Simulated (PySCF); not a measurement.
**SiH2(NHiPr)2: geometry, NMR shifts, electronic excitations and core binding energies**

Wanted: the NMR shifts, electronic excitations and core binding energies of SiH2(NHiPr)2 (`[H][Si]([H])(NC(C)C)NC(C)C`), by calculation.

The runs use PySCF 2.14.0, with density-fitted response routines of our own; the level of theory stands in each step. All values are computed, except where a source is named. Atoms are numbered from 0 throughout.

## (1) The starting structure

27 atoms, charge 0, multiplicity 1; geometry from: GFN2-xTB. The atoms were then displaced at random by about 0.03 Å, so the start is not that level's minimum.

Bonds of the start (Å): Si0–H1 1.47, Si0–H2 1.36, Si0–N3 1.78, Si0–N15 1.69, N3–C4 1.38, N3–H7 1.06, C4–C5 1.51, C4–C6 1.56, C4–H8 1.04, C5–H9 1.13, C5–H10 1.05, C5–H11 1.08, C6–H12 1.01, C6–H13 1.07, C6–H14 1.13, N15–C16 1.44, N15–H19 1.05, C16–C17 1.54, C16–C18 1.56, C16–H20 1.16, C17–H21 1.11, C17–H22 1.03, C17–H23 1.06, C18–H24 1.13, C18–H25 1.03, C18–H26 1.05.

## (2) Optimising the geometry at PBE0-D3(BJ)/def2-SVP

What the job is given:

```
{"job": {"xc": "PBE0", "basis": "def2-SVP", "d3": "d3bj", "grid": 1, "maxiter": 40, "shake": 0.03, "kind": "geom"}, "charge": 0, "multiplicity": 1}
Si     0.236500    -0.076760     0.125770
H      0.283010     0.464790     1.493810
H      1.433570    -0.483640    -0.361900
N     -0.272320     1.154870    -1.057080
C      0.232790     2.417300    -1.305420
C      1.732150     2.304680    -1.479810
C     -0.022980     3.420100    -0.140320
H     -1.330830     1.240530    -1.127180
H     -0.194230     2.858100    -2.145150
H      2.209900     1.990250    -0.510700
H      2.144180     3.224700    -1.778510
H      1.962230     1.530950    -2.199730
H      0.298360     3.089340     0.755870
H      0.320060     4.410640    -0.346530
H     -1.138310     3.502240     0.001450
N     -1.106150    -1.108630     0.108240
C     -1.054520    -2.405820     0.733920
C     -0.664560    -2.271140     2.212630
C     -0.144790    -3.448900     0.023260
H     -1.647320    -1.208220    -0.791290
H     -2.131870    -2.845670     0.693150
H      0.428750    -2.052890     2.225340
H     -0.743710    -3.197080     2.656210
H     -1.257340    -1.518570     2.661210
H      0.930790    -3.090870     0.052690
H     -0.204670    -4.359530     0.493200
H     -0.451260    -3.586380    -0.972730
```

On the command line:

```
> OMP_NUM_THREADS=1 python probes_run.py task.json out
```

The driver reads the jobs from task.json and runs them one after another.

**Question.** This job is followed by: GIAO PBE0/pcSseg-1 NMR shielding, non-relativistic, gas phase; TDDFT CAM-B3LYP/def2-SVPD, vertical, gas phase, core orbitals frozen in the response; GIAO KT2/pcSseg-1 NMR shielding, non-relativistic, gas phase; delta-SCF UKS SCAN, pcX-2 on the ionised atom (unc-x2c-TZVPall on a metal), pcseg-1 elsewhere, spin-free X2C. What will the session give for the following? point group; rotational constants (main isotopes); 13C shifts against TMS (PBE0/pcSseg-1, means over atoms taken as alike); 1H shifts against TMS (PBE0/pcSseg-1, means over atoms taken as alike); 29Si shifts against TMS (PBE0/pcSseg-1); 15N shifts against NH3 (PBE0/pcSseg-1, means over atoms taken as alike); surface potential, 1st and 99th percentile; lowest singlet (CAM-B3LYP/def2-SVPD); brightest single state of those computed; lowest triplet; C1s binding energies, SCAN/pcX-2; Si1s binding energies, SCAN/pcX-2; Si2p binding energies, SCAN/pcX-2; N1s binding energies, SCAN/pcX-2; range of the shift of N3.

The runs gave:

| quantity | value |
| --- | --- |
| point group | C2 |
| rotational constants (main isotopes) | 3.24, 0.53, 0.50 GHz |
| 13C shifts against TMS (PBE0/pcSseg-1, means over atoms taken as alike) | 46.9, 28.1 ppm |
| 1H shifts against TMS (PBE0/pcSseg-1, means over atoms taken as alike) | 5.25, 3.06, 1.14, -0.01 ppm |
| 29Si shifts against TMS (PBE0/pcSseg-1) | -53.5 ppm |
| 15N shifts against NH3 (PBE0/pcSseg-1, means over atoms taken as alike) | 53.8 ppm |
| surface potential, 1st and 99th percentile | -0.95 V and 1.17 V |
| lowest singlet (CAM-B3LYP/def2-SVPD) | 6.15 eV (202 nm), f = 0.001 |
| brightest single state of those computed | state 7, 7.26 eV, f = 0.030 |
| lowest triplet | 5.93 eV |
| C1s binding energies, SCAN/pcX-2 | C4 291.33, C5 290.35 eV |
| Si1s binding energies, SCAN/pcX-2 | Si0 1846.41 eV |
| Si2p binding energies, SCAN/pcX-2 | Si0 106.65 eV |
| N1s binding energies, SCAN/pcX-2 | N3 403.85 eV |
| range of the shift of N3 | 53.8 to 59.7 ppm |

In words: The start was shaken at random, so part of the energy gained undoes that. The optimisation took 11 steps and gained 1.537 eV; among the close pairs (by a distance rule), Si0–H2 changed most, from 1.355 to 1.500 Å. No frequency check was run at this level, so the end point may be a saddle. At PBE0/pcSseg-1: The largest span, 96 ppm, is at N3, N15, where the paramagnetic term is -117 ppm. The first singlet state (HOMO−1→LUMO 0.36, HOMO→LUMO+1 0.17) lies at 6.15 eV and is dark; of the 10 states computed, the strongest absorption comes from states 7 to 8 together at 7.26 eV. The lowest triplet lies 0.22 eV below the lowest singlet (triplets in Tamm-Dancoff, singlets in full TDDFT). The C1s levels kept as sound span 0.98 eV, from C5 (carbon bonded to C, 3 H) up to C4 (carbon bonded to 2 C, N, H). In ppm, N3 (with its like atoms) moves most: its shift spreads over 5.9 ppm, from 53.8 (PBE0/pcSseg-1) to 59.7 (KT2/pcSseg-1).
